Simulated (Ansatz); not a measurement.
# Rb, space group Im-3m: a phonon calculation by finite displacements

Computed with Ansatz 0.2.0, Python API.

`phonons.py`
```python
from pathlib import Path

import ansatz as az
import numpy as np

params = {
    'sigma': 0.1,
    'cutoff_ev': 510,
    'xc': 'pbe',
    'kgrid': (8, 8, 8),
}


def main() -> None:
    lattice = az.Lattice.of(
        [-2.8025, 2.8025, 2.8025],
        [2.8025, -2.8025, 2.8025],
        [2.8025, 2.8025, -2.8025],
    )
    sites = [
        ('Rb', [0.0, 0.0, 0.0]),
    ]
    xtal = az.Crystal(lattice=lattice)
    for symbol, position in sites:
        xtal = xtal.atom(symbol, position)

    calculation = (
        xtal.calculation()
        .occupations(az.OccupationsMethod.GAUSSIAN, width=params['sigma'])
        .pseudopotentials('paw')
        .basis(params['cutoff_ev'])
        .functional(params['xc'])
        .kpoints(*params['kgrid'])
        .phonons('fd', supercell=2, temperatures=(0, 600, 100))
    )
    result = calculation.run(threads=1, pin='off', runs_dir='out')
    folder = Path(result.output_folder) / 'results'
    ph = result.phonons

    for mode, w in enumerate(ph.gamma_omega_inv_cm, start=1):
        print(f'Gamma mode {mode:2d}: {w:8.1f} 1/cm  {w / 33.35641:7.3f} THz')
    print(f'{ph.n_members} displaced supercells, sum-rule residual {ph.asr_residual_pre_ev_ang2:.1e} eV/A^2')
    sums = ph.harmonic_sums
    print(f'zero-point energy {1000 * sums.zero_point_energy_ev:.2f} meV per cell')
    t, f_vib = np.asarray(sums.temperatures_k), np.asarray(sums.vibrational_free_energy_ev)
    for temperature, value in zip(t, f_vib):
        print(f'T = {temperature:6.0f} K   F_vib = {1000 * value:9.2f} meV per cell')


if __name__ == '__main__':
    main()
```

```console
$ python phonons.py
Gamma mode  1:      0.0 1/cm    0.000 THz
Gamma mode  2:      0.0 1/cm    0.000 THz
Gamma mode  3:      0.0 1/cm    0.000 THz
1 displaced supercells, sum-rule residual 2.6e-05 eV/A^2
zero-point energy 5.86 meV per cell
T =      0 K   F_vib =      5.86 meV per cell
T =    100 K   F_vib =    -22.62 meV per cell
T =    200 K   F_vib =    -81.45 meV per cell
T =    300 K   F_vib =   -153.71 meV per cell
T =    400 K   F_vib =   -234.74 meV per cell
T =    500 K   F_vib =   -322.29 meV per cell
T =    600 K   F_vib =   -415.04 meV per cell
```

Caveats:
- The cell isn't relaxed first, so the values belong to this volume.
- A negative frequency stands for an imaginary mode.
- Of the deposited cell: the entry's cell lengths or inner coordinates differ somewhat from later room-temperature determinations.
- The structure is taken as given and the supercell is small; imaginary modes can come from an unrelaxed or unstable start. Phonons of metals also depend on mesh and smearing.
- The whole script took 44 s on 1 thread of Arm Neoverse V1 (shared host), peak memory 1.1 GiB.
